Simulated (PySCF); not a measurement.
# C2H6F2OSi: electronic excitations and core binding energies

What electronic excitations and core binding energies should C2H6F2OSi (`CO[SiH2]C(F)F`) show?

Computed with PySCF 2.14.0, with density-fitted response routines of our own, on a single molecule in the gas phase. Atoms are numbered from 0 throughout.

## 1. The molecule as given

12 atoms, charge 0, multiplicity 1; geometry from: GFN2-xTB.

Bonds of the start (Å): C0–O1 1.40, O1–Si2 1.61, Si2–C3 1.95, C3–F4 1.36, C3–F5 1.37, C0–H6 1.09, C0–H7 1.09, C0–H8 1.09, Si2–H9 1.45, Si2–H10 1.46, C3–H11 1.10.

## 2. TDDFT and polarisability: CAM-B3LYP/def2-SVPD

Job settings and geometry (Å):

```
{"job": {"kind": "uv", "xc": "CAM-B3LYP", "basis": "def2-SVPD", "nstates": 8, "ntriplets": 3}, "charge": 0, "multiplicity": 1}
C      1.742467     0.581570     0.608885
O      1.062419    -0.619125     0.346791
Si    -0.185126    -0.977649    -0.606500
C     -1.715321     0.100274    -0.072403
F     -2.803251    -0.112746    -0.863379
F     -1.419262     1.432245    -0.199989
H      2.347568     0.868234    -0.252677
H      2.392450     0.412003     1.467349
H      1.044318     1.388659     0.834242
H     -0.426935    -2.358043    -0.232403
H      0.012275    -0.675356    -2.022014
H     -2.050403    -0.040752     0.966072
```

Method: TDDFT CAM-B3LYP/def2-SVPD, vertical, gas phase, core orbitals frozen in the response.

Started as:

```sh
$ OMP_NUM_THREADS=1 python probes_run.py task.json out
```

This one command runs all jobs of the session in turn.

The log of the run:

```text
coarse grid: 10776 points
cycle   1  E = -643.5559298930  dE =  6.352e-01  |g| = 8.785e-01  |ddm| = 4.095e+00
cycle   2  E = -643.4518799256  dE =  1.040e-01  |g| = 1.198e+00  |ddm| = 1.649e+00
cycle   3  E = -643.6982889413  dE = -2.464e-01  |g| = 5.780e-02  |ddm| = 8.821e-01
cycle   4  E = -643.6987327015  dE = -4.438e-04  |g| = 3.689e-02  |ddm| = 9.751e-02
cycle   5  E = -643.6989707487  dE = -2.380e-04  |g| = 9.809e-03  |ddm| = 3.477e-02
cycle   6  E = -643.6989866315  dE = -1.588e-05  |g| = 1.845e-03  |ddm| = 1.230e-02
cycle   7  E = -643.6989874035  dE = -7.720e-07  |g| = 3.519e-04  |ddm| = 2.829e-03
final grid: 100992 points
cycle   8  E = -643.7932430426  dE = -2.324e-05  |g| = 4.835e-03  |ddm| = 3.904e-02
cycle   9  E = -643.7932416055  dE =  1.437e-06  |g| = 5.866e-03  |ddm| = 8.603e-03
cycle  10  E = -643.7932470381  dE = -5.433e-06  |g| = 3.148e-04  |ddm| = 3.687e-03
cycle  11  E = -643.7932470571  dE = -1.905e-08  |g| = 1.497e-04  |ddm| = 5.157e-04
cycle  12  E = -643.7932470623  dE = -5.138e-09  |g| = 3.650e-05  |ddm| = 2.054e-04
cycle  13  E = -643.7932470625  dE = -2.334e-10  |g| = 1.458e-05  |ddm| = 4.288e-05
converged SCF energy = -643.7932470625

Static polarisability (au): isotropic 55.878, principal 51.442 55.203 60.987

Singlet excitations
state   eV       nm        f      main configurations
  1   6.9744    177.8   0.00215   H->L 0.86
  2   7.6935    161.2   0.00706   H-1->L 0.89
  3   7.7943    159.1   0.02406   H->L+1 0.75, H->L+2 0.11
  4   8.2692    149.9   0.01159   H-2->L 0.33, H->L+2 0.28, H->L+4 0.14
  5   8.4651    146.5   0.00576   H->L+4 0.35, H->L+3 0.28, H-2->L 0.13
  6   8.5624    144.8   0.04035   H-1->L+1 0.59, H->L+4 0.14, H-1->L+2 0.12
  7   8.6678    143.0   0.07872   H-2->L 0.33, H->L+2 0.27
  8   8.8749    139.7   0.00707   H->L+3 0.39, H->L+2 0.20, H-2->L+1 0.10

Triplet excitations (Tamm-Dancoff, eV): 6.5578 7.3197 7.4184
```

Wall time 26 s (1 thread of Arm Neoverse V1, shared host); peak memory 0.76 GiB.

The orbitals next to the gap, with their largest atomic shares:

| orbital | eV | atoms |
| --- | --- | --- |
| HOMO−3 | -12.00 | Si2 30 %, H9 24 %, O1 12 % |
| HOMO−2 | -11.11 | O1 34 %, C0 14 %, Si2 9 % |
| HOMO−1 | -10.34 | O1 46 %, Si2 13 %, C0 12 % |
| HOMO | -9.63 | O1 26 %, C3 20 %, Si2 14 % |
| LUMO | 0.89 | Si2 30 %, C0 13 %, O1 12 % |
| LUMO+1 | 1.28 | Si2 26 %, C3 16 %, F4 9 % |
| LUMO+2 | 1.67 | Si2 40 %, H10 15 %, O1 13 % |

With each of the 8 states as a Gaussian band of 0.4 eV half-width at 1/e, the curve within the window shown has maxima at 144 nm (ε 5,400) L/(mol cm). Beyond the last state computed it falls off for lack of states. The curve at chosen wavelengths:

| nm | ε (L/mol/cm) |
| --- | --- |
| 135 | 971 |
| 137 | 2006 |
| 140 | 4025 |
| 142 | 5054 |
| 144 | 5360 |
| 147 | 4476 |
| 149 | 3477 |
| 152 | 2244 |
| 154 | 1800 |
| 156 | 1593 |
| 159 | 1437 |
| 161 | 1293 |
| 163 | 1086 |
| 166 | 725 |
| 168 | 510 |
| 170 | 346 |
| 173 | 198 |
| 175 | 148 |
| 177 | 120 |
| 180 | 93 |
| 182 | 77 |
| 185 | 55 |
| 187 | 41 |
| 189 | 29 |
| 192 | 16 |
| 194 | 10 |

Further results of this job:

| property | computed |
| --- | --- |
| dipole moment (D) | 1.90 |
| polarisability (Å³) | 8.28 |
| HOMO–LUMO gap (eV) | 10.51 |
| −ε(HOMO) (eV) | 9.63 |

## 3. Core holes by ΔSCF: SCAN, X2C

Settings changed since step 2:

```diff
@@ -1,2 +1,2 @@
-{"job": {"kind": "uv", "xc": "CAM-B3LYP", "basis": "def2-SVPD", "nstates": 8, "ntriplets": 3}, "charge": 0, "multiplicity": 1}
+{"job": {"kind": "xps"}, "charge": 0, "multiplicity": 1}
 C      1.742467     0.581570     0.608885
```

With the program's defaults for keys left out, this is: delta-SCF UKS SCAN, pcX-2 on the ionised atom, pcseg-1 elsewhere, spin-free X2C.

The log of the run:

```text
ground state, core basis on atom 0 (C), 149 functions
  cycle   1  E = -644.73617133  |g| = 8.16e-01
  cycle   2  E = -644.39573654  |g| = 1.57e+00
  cycle   3  E = -644.84988363  |g| = 1.40e-01
  cycle   4  E = -644.85277194  |g| = 8.26e-02
  cycle   5  E = -644.85386076  |g| = 1.69e-02
  cycle   6  E = -644.85391157  |g| = 5.50e-03
  cycle   7  E = -644.85391844  |g| = 1.28e-03
  cycle   8  E = -644.85391740  |g| = 8.05e-04
  cycle   9  E = -644.85391944  |g| = 1.22e-04
  E(ground) = -644.88603066 Eh
hole in C 1s of atom 0
  cycle   1  E = -633.55372591  |g| = 1.49e+00
  cycle   2  E = -630.95662643  |g| = 2.41e+00
  cycle   3  E = -633.63355505  |g| = 1.04e+00
  cycle   4  E = -634.02769063  |g| = 4.26e-01
  cycle   5  E = -634.08893564  |g| = 1.58e-01
  cycle   6  E = -634.09681802  |g| = 5.67e-02
  cycle   7  E = -634.09785013  |g| = 1.72e-02
  cycle   8  E = -634.09793716  |g| = 8.22e-03
  cycle   9  E = -634.09796999  |g| = 2.29e-03
  cycle  10  E = -634.09797528  |g| = 1.14e-03
  cycle  11  E = -634.09797581  |g| = 4.60e-04
  E(ion) = -634.12938924 Eh   <S^2> = 0.7713   hole on atom = 1.000   binding energy = 292.703 eV
ground state, core basis on atom 1 (O), 149 functions
  cycle   1  E = -644.88666003  |g| = 1.01e-01
  cycle   2  E = -644.88573442  |g| = 8.60e-02
  cycle   3  E = -644.88649472  |g| = 5.78e-02
  cycle   4  E = -644.88706154  |g| = 5.43e-03
  cycle   5  E = -644.88706965  |g| = 1.28e-03
  cycle   6  E = -644.88706871  |g| = 3.41e-04
  E(ground) = -644.91675064 Eh
hole in O 1s of atom 1
  cycle   1  E = -624.27530118  |g| = 2.23e+00
  cycle   2  E = -623.79584004  |g| = 2.22e+00
  cycle   3  E = -625.04000366  |g| = 4.32e-01
  cycle   4  E = -625.07626669  |g| = 2.48e-01
  cycle   5  E = -625.09563674  |g| = 7.86e-02
  cycle   6  E = -625.09745539  |g| = 2.22e-02
  cycle   7  E = -625.09765802  |g| = 5.78e-03
  cycle   8  E = -625.09766524  |g| = 2.92e-03
  cycle   9  E = -625.09766854  |g| = 9.33e-04
  cycle  10  E = -625.09766874  |g| = 1.83e-04
  E(ion) = -625.12791775 Eh   <S^2> = 0.7615   hole on atom = 1.000   binding energy = 538.482 eV
ground state, core basis on atom 2 (Si), 160 functions
  cycle   1  E = -644.95501479  |g| = 2.97e-01
  cycle   2  E = -644.95258429  |g| = 1.45e-01
  cycle   3  E = -644.95100042  |g| = 1.68e-01
  cycle   4  E = -644.95621970  |g| = 1.33e-02
  cycle   5  E = -644.95624620  |g| = 2.75e-03
  cycle   6  E = -644.95624887  |g| = 8.31e-04
  cycle   7  E = -644.95624771  |g| = 2.79e-04
  E(ground) = -644.94714710 Eh
hole in Si 1s of atom 2
  cycle   1  E = -576.00715691  |g| = 4.35e+00
  cycle   2  E = -576.10537614  |g| = 2.16e+00
  cycle   3  E = -576.68223968  |g| = 8.88e-01
  cycle   4  E = -576.99547454  |g| = 4.15e-01
  cycle   5  E = -577.04541124  |g| = 1.54e-01
  cycle   6  E = -577.05531306  |g| = 4.74e-02
  cycle   7  E = -577.05597961  |g| = 2.25e-02
  cycle   8  E = -577.05612751  |g| = 8.01e-03
  cycle   9  E = -577.05615463  |g| = 1.52e-03
  cycle  10  E = -577.05615536  |g| = 4.33e-04
  E(ion) = -577.05562540 Eh   <S^2> = 0.7523   hole on atom = 1.000   binding energy = 1847.422 eV
hole in Si 2p of atom 2
  cycle   1  E = -640.66656327  |g| = 1.24e+00
  cycle   2  E = -640.55056530  |g| = 1.11e+00
  cycle   3  E = -640.92202930  |g| = 3.82e-01
  cycle   4  E = -640.97530336  |g| = 1.39e-01
  cycle   5  E = -640.98100276  |g| = 5.39e-02
  cycle   6  E = -640.98222031  |g| = 1.97e-02
  cycle   7  E = -640.98235349  |g| = 6.37e-03
  cycle   8  E = -640.98236554  |g| = 2.49e-03
  cycle   9  E = -640.98236751  |g| = 2.77e-04
  E(ion) = -640.98475241 Eh   <S^2> = 0.7515   hole on atom = 1.003   binding energy = 107.822 eV
  2p3/2 = 107.575 eV   2p1/2 = 108.200 eV
ground state, core basis on atom 3 (C), 149 functions
  cycle   1  E = -644.86104489  |g| = 6.63e-02
  cycle   2  E = -644.86092939  |g| = 4.66e-02
  cycle   3  E = -644.86114924  |g| = 3.32e-02
  cycle   4  E = -644.86133445  |g| = 5.56e-03
  cycle   5  E = -644.86134322  |g| = 1.54e-03
  cycle   6  E = -644.86134251  |g| = 3.97e-04
  E(ground) = -644.89326789 Eh
hole in C 1s of atom 3
  cycle   1  E = -633.47468959  |g| = 1.50e+00
  cycle   2  E = -626.09648553  |g| = 3.40e+00
  cycle   3  E = -633.37822157  |g| = 1.24e+00
  cycle   4  E = -633.90985626  |g| = 5.35e-01
  cycle   5  E = -634.01049925  |g| = 2.17e-01
  cycle   6  E = -634.02146354  |g| = 1.14e-01
  cycle   7  E = -634.02608146  |g| = 2.85e-02
  cycle   8  E = -634.02632573  |g| = 1.29e-02
  cycle   9  E = -634.02638953  |g| = 5.22e-03
  cycle  10  E = -634.02639822  |g| = 1.99e-03
  cycle  11  E = -634.02640118  |g| = 6.72e-04
  cycle  12  E = -634.02640182  |g| = 2.43e-04
  E(ion) = -634.05963648 Eh   <S^2> = 0.7723   hole on atom = 1.000   binding energy = 294.798 eV
ground state, core basis on atom 4 (F), 149 functions
  cycle   1  E = -644.89816441  |g| = 1.18e-01
  cycle   2  E = -644.89778117  |g| = 6.54e-02
  cycle   3  E = -644.89773918  |g| = 6.79e-02
  cycle   4  E = -644.89835249  |g| = 5.12e-03
  cycle   5  E = -644.89835725  |g| = 8.50e-04
  cycle   6  E = -644.89835657  |g| = 3.18e-04
  E(ground) = -644.93278799 Eh
hole in F 1s of atom 4
  cycle   1  E = -618.53707937  |g| = 2.58e+00
  cycle   2  E = -617.10422471  |g| = 2.61e+00
  cycle   3  E = -618.77278262  |g| = 1.16e+00
  cycle   4  E = -619.36658122  |g| = 4.17e-01
  cycle   5  E = -619.41300351  |g| = 1.81e-01
  cycle   6  E = -619.42437232  |g| = 4.32e-02
  cycle   7  E = -619.42509412  |g| = 6.03e-03
  cycle   8  E = -619.42511011  |g| = 2.31e-03
  cycle   9  E = -619.42511138  |g| = 1.11e-03
  cycle  10  E = -619.42511201  |g| = 5.61e-04
  cycle  11  E = -619.42511178  |g| = 1.69e-04
  E(ion) = -619.46644770 Eh   <S^2> = 0.7575   hole on atom = 1.000   binding energy = 692.974 eV
```

Run time: 51 s. Hardware: 1 thread of Arm Neoverse V1, shared host; peak memory 0.73 GiB.

The holes in one table. −ε is the ground-state orbital energy:

| hole | stands for | environment | ΔSCF (eV; 2p as the shell's mean) | −ε (eV) | ⟨S²⟩ |
| --- | --- | --- | --- | --- | --- |
| C1s on C0 | C0 | methyl carbon bonded to O | 292.70 | 275.1 | 0.771 |
| O1s on O1 | O1 | oxygen bonded to C, Si | 538.48 | 516.9 | 0.762 |
| Si1s on Si2 | Si2 | silicon bonded to C, O, 2 H | 1847.42 | 1794.0 | 0.752 |
| Si2p on Si2 | Si2 | silicon bonded to C, O, 2 H | 107.78 | 96.8 | 0.752 |
| C1s on C3 | C3 | sp3 CH bonded to 2 F and Si | 294.80 | 277.5 | 0.772 |
| F1s on F4 | F4, F5 | fluorine of a CF2 group | 692.97 | 666.9 | 0.757 |

Each hole run stands for the others of its class of like atoms.

With the spin-orbit splitting: Si2 2p3/2 107.57, 2p1/2 108.20 eV. The table gives each 2p level as the mean over the whole 2p shell (two parts 2p3/2, one part 2p1/2), which differs a little from the single hole in the log.

## 4. Results

| quantity | value |
| --- | --- |
| lowest singlet (CAM-B3LYP/def2-SVPD) | 6.97 eV (178 nm), f = 0.002 |
| brightest single state of those computed | state 7, 8.67 eV, f = 0.079 |
| lowest triplet | 6.56 eV |
| C1s binding energies, SCAN/pcX-2 | C3 294.80, C0 292.70 eV |
| O1s binding energies, SCAN/pcX-2 | O1 538.48 eV |
| Si1s binding energies, SCAN/pcX-2 | Si2 1847.42 eV |
| Si2p binding energies, SCAN/pcX-2 | Si2 107.78 eV |
| F1s binding energies, SCAN/pcX-2 | F4 692.97 eV |

What this shows: The lowest singlet, at 6.97 eV, is HOMO→LUMO 0.86 and is weak; of the 8 states computed, the strongest absorption comes from state 7 at 8.67 eV. The lowest triplet lies 0.42 eV below the lowest singlet (triplets in Tamm-Dancoff, singlets in full TDDFT). C3 (sp3 CH bonded to 2 F and Si) binds its C1s electron 2.10 eV more tightly than C0 (methyl carbon bonded to O).
